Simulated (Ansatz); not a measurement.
# CH₇NSi₂: how energies converge with the basis set

How large a basis does CH₇NSi₂ need? Two functionals are run in growing sets.

The runs use Ansatz 0.2.0, Gaussian basis; one geometry, several basis sets.

Levels to be run: PBE0-D4/def2-SVP; ωB97M-V/def2-SVP; PBE0-D4/def2-QZVPP; ωB97M-V/def2-QZVPP; the functionals' def2-TZVPP values are taken from earlier runs.

## 1. Structure used throughout

All runs share one geometry, relaxed beforehand with PBE0-D4 in a triple-zeta def2 set.

SMILES `N=C([SiH3])[SiH3]`, 11 atoms, charge 0, spin multiplicity 1.

Atoms are counted from 1 here; the program's logs count them from 0.

Bond lengths: N1–C2 1.279 Å, N1–H5 1.026 Å, C2–Si3 1.900 Å, C2–Si4 1.898 Å, Si3–H6 1.488 Å, Si3–H7 1.487 Å, Si3–H8 1.487 Å, Si4–H9 1.488 Å, Si4–H10 1.481 Å, Si4–H11 1.488 Å. Angles: C2–N1–H5 111.9°, N1–C2–Si3 122.6°, N1–C2–Si4 116.2°, Si3–C2–Si4 121.2°, C2–Si3–H6 107.3°, C2–Si3–H7 110.4°, C2–Si3–H8 110.4°, H6–Si3–H7 110.2°, H6–Si3–H8 110.2°, H7–Si3–H8 108.4°, C2–Si4–H9 108.8°, C2–Si4–H10 110.2°, C2–Si4–H11 108.8°, H9–Si4–H10 110.7°, H9–Si4–H11 107.6°, H10–Si4–H11 110.7°.

## 2. PBE0-D4 in def2-SVP

Contents of in.yaml:

```yaml
crystal:
  periodic: [false, false, false]
  atoms:
    - {symbol: N, position_ang: [-0.319083, 1.677858, -0.627152]}
    - {symbol: C, position_ang: [-0.110188, 0.487058, -0.210671]}
    - {symbol: Si, position_ang: [0.975718, 0.105732, 1.301021]}
    - {symbol: Si, position_ang: [-0.950903, -0.903023, -1.191375]}
    - {symbol: H, position_ang: [0.164802, 2.375225, -0.050801]}
    - {symbol: H, position_ang: [1.471997, 1.405967, 1.828686]}
    - {symbol: H, position_ang: [2.119100, -0.760911, 0.911084]}
    - {symbol: H, position_ang: [0.184264, -0.602819, 2.341218]}
    - {symbol: H, position_ang: [-1.832813, -1.672348, -0.271784]}
    - {symbol: H, position_ang: [-1.732258, -0.334947, -2.314424]}
    - {symbol: H, position_ang: [0.094861, -1.834691, -1.695005]}
basis:
  gaussian: {orbitals: def2-SVP}
hamiltonian: {xc: pbe0, dispersion: d4}
output: {orbitals: {seedname: orbitals}}
```

Command:

```console
$ ansatz run in.yaml --threads 2 --pin off --events-out ev --progress --plain --max-ram 4352MiB
```

The runs that follow: ωB97M-V in def2-SVP; PBE0-D4 in def2-QZVPP; ωB97M-V in def2-QZVPP.

Q: Predict the results of all the runs planned. Wanted: PBE0-D4: double and triple zeta above quadruple; ωB97M-V: double and triple zeta above quadruple.

As calculated:

```
                                       quantity          value
PBE0-D4: double and triple zeta above quadruple  9.20, 0.69 eV
ωB97M-V: double and triple zeta above quadruple  9.34, 0.64 eV
```

For PBE0-D4 the step from double to triple zeta gains 8.51 eV and the next only 0.69 eV. Total energies overstate the basis error of differences, where much of it tends to cancel.
